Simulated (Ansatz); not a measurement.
I need a band structure of YbNiH3, space group Pm-3m. Use the Python package of Ansatz (0.2.0). Use: PBEsol, PAW, cutoff 320 eV, 4×4×4 k-points, Fermi-Dirac smearing of 0.2 eV, collinear spin.

```yaml
crystal:
  lattice:
    - [3.47045, 0.00000, 0.00000]
    - [0.00000, 3.47045, 0.00000]
    - [0.00000, 0.00000, 3.47045]
  atoms:
    - { symbol: Yb, position: [0.50000, 0.50000, 0.50000] }
    - { symbol: Ni, position: [0.00000, 0.00000, 0.00000] }
    - { symbol: H, position: [0.00000, 0.00000, 0.50000] }
    - { symbol: H, position: [0.00000, 0.50000, 0.00000] }
    - { symbol: H, position: [0.50000, 0.00000, 0.00000] }
```

Script `run_bands.py`:
```python
"""Bands of YbNiH3 along a path through the zone."""

from pathlib import Path
import logging
import sys
import warnings

import ansatz as az
import numpy as np

logging.basicConfig(stream=sys.stdout, format="[%(levelname)s] %(message)s")
logger = logging.getLogger("ansatz_job")
logger.setLevel(logging.INFO)


def main() -> None:
    warnings.simplefilter("ignore", az.DeckWarning)

    lattice = az.Lattice.of(
        (3.470453, 0.0, 0.0),
        (0.0, 3.470453, 0.0),
        (0.0, 0.0, 3.470453),
    )
    sites = [
        ("Yb", (0.5, 0.5, 0.5)),
        ("Ni", (0.0, 0.0, 0.0)),
        ("H", (0.0, 0.0, 0.5)),
        ("H", (0.0, 0.5, 0.0)),
        ("H", (0.5, 0.0, 0.0)),
    ]
    ybnih3 = az.Crystal(lattice=lattice)
    for symbol, position in sites:
        ybnih3 = ybnih3.atom(symbol, position)
    ybnih3 = ybnih3.moments(Ni=1.0)

    # vertices of the path, as fractions of the reciprocal vectors
    path = [
        ("G", (0.0, 0.0, 0.0)),
        ("X", (0.0, 0.5, 0.0)),
        ("M", (0.5, 0.5, 0.0)),
        ("G", (0.0, 0.0, 0.0)),
        ("R", (0.5, 0.5, 0.5)),
        ("X", (0.0, 0.5, 0.0)),
    ]
    model = (
        ybnih3.calculation()
        .functional("pbesol")
        .pseudopotentials("paw")
        .basis(320, xc_grid=1)
        .kpoints(4, shift=0.5)
        .occupations("fermi_dirac", width=0.2)
        .spin(az.SpinTreatment.COLLINEAR)
        .scf(tolerance=1e-09, max_iterations=200)
        .band_structure([point for _, point in path], intervals=10)
        .scf(extra_bands=10)
        .density()
        .potential()
        .electron_localization_function()
        .output_files(volumetric_format="npy")
    )
    with warnings.catch_warnings(record=True) as caught:
        warnings.simplefilter("always")
        result = model.run(threads=1, backend="cpu")
    print("warnings raised:", sorted(w.category.__name__ for w in caught) or "none")
    summary = result.report

    n_atoms = len(summary["lattice"]["sites"])
    print("F =", round(summary["free_energy_ev"], 4), "eV for", n_atoms, "atoms")
    print("E(sigma -> 0) =", round(summary["energy_sigma0_ev"], 4), "eV, TS =", round(summary["entropy_ts_ev"], 5), "eV")
    print("closed by", summary["closed_by"], "after", summary["n_iterations"], "iterations")

    folder = Path(result.write_results("fields"))
    logger.info("densities in e/A^3, potentials in eV, ELF without unit")
    for name in sorted(p.name for p in folder.glob("*.npy")):
        field = np.load(folder / name)
        logger.info(f"{name:16s} {str(field.shape):16s} min {field.min():10.4f}  mean {field.mean():10.4f}  max {field.max():10.4f}")

    bands = result.band_structure()
    fermi = bands.fermi_energy_ev
    logger.info(f"zero of the bands: {fermi:.3f} eV, the Fermi level found on the SCF mesh")
    for spin, channel in enumerate(bands.channels):
        levels = channel.eigenvalues_ev - fermi
        crossing = [b for b in range(levels.shape[1]) if levels[:, b].min() < 0 < levels[:, b].max()]
        print(f"channel {spin}: bands that cross the Fermi level on this path:", [b + 1 for b in crossing] or "none")
        shown = crossing or sorted(np.argsort(np.abs(levels).min(axis=0))[:2])
        for k, row in zip(bands.kpoints_frac, levels[:, shown]):
            print(f"{k[0]:7.3f} {k[1]:7.3f} {k[2]:7.3f}  ", " ".join(f"{e:8.3f}" for e in row))


if __name__ == "__main__":
    main()
```

```console
$ python run_bands.py
warnings raised: ['DeckWarning', 'PlacementWarning', 'RunWarning']
F = -19531.1927 eV for 5 atoms
E(sigma -> 0) = -19531.017 eV, TS = 0.35134 eV
closed by deck_thresholds after 16 iterations
[INFO] densities in e/A^3, potentials in eV, ELF without unit
[INFO] elf.npy          (24, 24, 24)     min     0.0523  mean     0.3239  max     0.9934
[INFO] elf_dn.npy       (24, 24, 24)     min     0.0523  mean     0.3239  max     0.9934
[INFO] elf_up.npy       (24, 24, 24)     min     0.0523  mean     0.3239  max     0.9934
[INFO] rho.npy          (24, 24, 24)     min     0.0782  mean     1.0766  max    60.7492
[INFO] rho_spin.npy     (24, 24, 24)     min    -0.0000  mean    -0.0000  max     0.0000
[INFO] v_es.npy         (24, 24, 24)     min   -63.9760  mean     6.7994  max    16.2048
[INFO] v_tot_dn.npy     (24, 24, 24)     min   -91.1600  mean    -4.6999  max     7.5150
[INFO] v_tot_up.npy     (24, 24, 24)     min   -91.1600  mean    -4.6999  max     7.5150
[INFO] zero of the bands: 15.632 eV, the Fermi level found on the SCF mesh
channel 0: bands that cross the Fermi level on this path: [22, 23]
  0.000   0.000   0.000      0.569    0.569
  0.000   0.050   0.000      0.506    0.568
  0.000   0.100   0.000      0.316    0.563
  0.000   0.150   0.000     -0.004    0.557
  0.000   0.200   0.000     -0.388    0.549
  0.000   0.250   0.000     -0.696    0.536
  0.000   0.300   0.000     -0.815    0.521
  0.000   0.350   0.000     -0.806    0.504
  0.000   0.400   0.000     -0.798    0.487
  0.000   0.450   0.000     -0.793    0.474
  0.000   0.500   0.000     -0.792    0.469
  0.050   0.500   0.000     -0.794    0.518
  0.100   0.500   0.000     -0.796    0.654
  0.150   0.500   0.000     -0.797    0.367
  0.200   0.500   0.000     -0.799   -0.100
  0.250   0.500   0.000     -0.802   -0.504
  0.300   0.500   0.000     -0.804   -0.717
  0.350   0.500   0.000     -0.806   -0.777
  0.400   0.500   0.000     -0.809   -0.796
  0.450   0.500   0.000     -0.808   -0.803
  0.500   0.500   0.000     -0.805   -0.805
  0.450   0.450   0.000     -0.808   -0.804
  0.400   0.400   0.000     -0.807   -0.801
  0.350   0.350   0.000     -0.801   -0.790
  0.300   0.300   0.000     -0.795   -0.746
  0.250   0.250   0.000     -0.781   -0.568
  0.200   0.200   0.000     -0.487   -0.211
  0.150   0.150   0.000     -0.106    0.174
  0.100   0.100   0.000      0.238    0.421
  0.050   0.050   0.000      0.479    0.535
  0.000   0.000   0.000      0.569    0.569
  0.050   0.050   0.050      0.479    0.479
  0.100   0.100   0.100      0.245    0.245
  0.150   0.150   0.150     -0.095   -0.095
  0.200   0.200   0.200     -0.482   -0.482
  0.250   0.250   0.250     -0.735   -0.735
  0.300   0.300   0.300     -0.794   -0.794
  0.350   0.350   0.350     -0.817   -0.817
  0.400   0.400   0.400     -0.832   -0.832
  0.450   0.450   0.450     -0.841   -0.841
  0.500   0.500   0.500     -0.845   -0.845
  0.450   0.500   0.450     -0.844   -0.842
  0.400   0.500   0.400     -0.839   -0.835
  0.350   0.500   0.350     -0.832   -0.825
  0.300   0.500   0.300     -0.818   -0.815
  0.250   0.500   0.250     -0.819   -0.769
  0.200   0.500   0.200     -0.824   -0.561
  0.150   0.500   0.150     -0.821   -0.084
  0.100   0.500   0.100     -0.808    0.509
  0.050   0.500   0.050     -0.797    0.567
  0.000   0.500   0.000     -0.792    0.469
channel 1: bands that cross the Fermi level on this path: [22, 23]
  0.000   0.000   0.000      0.569    0.569
  0.000   0.050   0.000      0.506    0.568
  0.000   0.100   0.000      0.316    0.563
  0.000   0.150   0.000     -0.004    0.557
  0.000   0.200   0.000     -0.388    0.549
  0.000   0.250   0.000     -0.696    0.536
  0.000   0.300   0.000     -0.815    0.521
  0.000   0.350   0.000     -0.806    0.504
  0.000   0.400   0.000     -0.798    0.487
  0.000   0.450   0.000     -0.793    0.474
  0.000   0.500   0.000     -0.792    0.469
  0.050   0.500   0.000     -0.794    0.518
  0.100   0.500   0.000     -0.796    0.654
  0.150   0.500   0.000     -0.797    0.367
  0.200   0.500   0.000     -0.799   -0.100
  0.250   0.500   0.000     -0.802   -0.504
  0.300   0.500   0.000     -0.804   -0.717
  0.350   0.500   0.000     -0.806   -0.777
  0.400   0.500   0.000     -0.809   -0.796
  0.450   0.500   0.000     -0.808   -0.803
  0.500   0.500   0.000     -0.805   -0.805
  0.450   0.450   0.000     -0.808   -0.804
  0.400   0.400   0.000     -0.807   -0.801
  0.350   0.350   0.000     -0.801   -0.790
  0.300   0.300   0.000     -0.795   -0.746
  0.250   0.250   0.000     -0.781   -0.568
  0.200   0.200   0.000     -0.487   -0.211
  0.150   0.150   0.000     -0.106    0.174
  0.100   0.100   0.000      0.238    0.421
  0.050   0.050   0.000      0.479    0.535
  0.000   0.000   0.000      0.569    0.569
  0.050   0.050   0.050      0.479    0.479
  0.100   0.100   0.100      0.245    0.245
  0.150   0.150   0.150     -0.095   -0.095
  0.200   0.200   0.200     -0.482   -0.482
  0.250   0.250   0.250     -0.735   -0.735
  0.300   0.300   0.300     -0.794   -0.794
  0.350   0.350   0.350     -0.817   -0.817
  0.400   0.400   0.400     -0.832   -0.832
  0.450   0.450   0.450     -0.841   -0.841
  0.500   0.500   0.500     -0.845   -0.845
  0.450   0.500   0.450     -0.844   -0.842
  0.400   0.500   0.400     -0.839   -0.835
  0.350   0.500   0.350     -0.832   -0.825
  0.300   0.500   0.300     -0.818   -0.815
  0.250   0.500   0.250     -0.819   -0.769
  0.200   0.500   0.200     -0.824   -0.561
  0.150   0.500   0.150     -0.821   -0.084
  0.100   0.500   0.100     -0.808    0.509
  0.050   0.500   0.050     -0.797    0.567
  0.000   0.500   0.000     -0.792    0.469
```

These settings explore the input space; cutoff and mesh may be short of convergence. The cutoff lies under the one recommended for these potentials. Open f shells: without a Hubbard U, without spin-orbit coupling; the state reached hangs on the start and needn't be the lowest. For a metal this mesh is far too coarse, so the numbers only illustrate the procedure. Densities and potentials on the grid are those of the valence electrons, and inside the cores they hang on the potentials used. The structure comes from a database of computed cells and needn't be a stable or known phase. Gaps and levels are Kohn-Sham values on a finite set of k-points, without spin-orbit coupling. The script silences the warnings on its input, which a real study should read. Run time: 4 s on 1 thread of Intel(R) Xeon(R) Platinum 8375C CPU @ 2.90GHz (Ice Lake) (shared host), peak memory 0.42 GiB.
